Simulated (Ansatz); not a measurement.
# KNiN, space group Pnma: a dry run that shows the plan

With Ansatz 0.2.0, Python API.

Notebook, run cell by cell (the value of a cell's last expression is shown):

```python
import warnings

import ansatz as az
```

```python
warnings.simplefilter("ignore", az.DeckWarning)
```

```python
knin = (
    az.Lattice.orthorhombic(10.416618, 3.432122, 6.069777)
    .space_group(62, hermann_mauguin="Pnma")
    .atom("K", (0.658237, 0.25, 0.06961))
    .atom("Ni", (0.555057, 0.25, 0.586251))
    .atom("N", (0.927937, 0.25, 0.172344))
    .moments(Ni=1.0)
)
```

```python
[site.symbol for site in knin.resolved().sites]
```

    ['K', 'K', 'K', 'K', 'Ni', 'Ni', 'Ni', 'Ni', 'N', 'N', 'N', 'N']

```python
job = (
    knin.calculation()
    .functional("pbesol")
    .pseudopotentials("paw")
    .kpoints(3, 8, 4)
    .occupations("Fermi-Dirac", width=0.1)
    .spin("collinear")
)
session = job.session()
print("features:", ", ".join(session.active_features))
print("SCF threshold (eV):", session.dr2_threshold)
planned = session.plan(dry_run=True)
told = planned.describe()
for name in ("ecut_ev", "ecutrho_ev", "n_bands", "nominal_top_band", "n_pw_range", "fft_dense", "fft_smooth", "n_sym_ops", "cell_volume_ang3"):
    print(f"{name:18s} {told[name]}")
for notice in planned.prep()["deck_notices"]:
    print("resolved:", notice["kind"])
```

    features: AnyPaw, Paw, PbeFamilyXc, GeneratedGeometry, FractionalOccupations, CollinearSpin
    SCF threshold (eV): 1e-07
    ecut_ev            420.0
    ecutrho_ev         1680.0
    n_bands            80
    nominal_top_band   64
    n_pw_range         [4223, 4264]
    fft_dense          [72, 24, 45]
    fft_smooth         [72, 24, 45]
    n_sym_ops          8
    cell_volume_ang3   217.00122759046556
    resolved: crystallographic_orbits
    resolved: space_group_sites
    resolved: cutoff_auto_derived
    resolved: cutoff_auto_derived
    resolved: n_bands_auto_derived
    resolved: mixing_algorithm_auto_resolved
    resolved: check_enabled

The structure comes from a database and needn't be a stable phase.
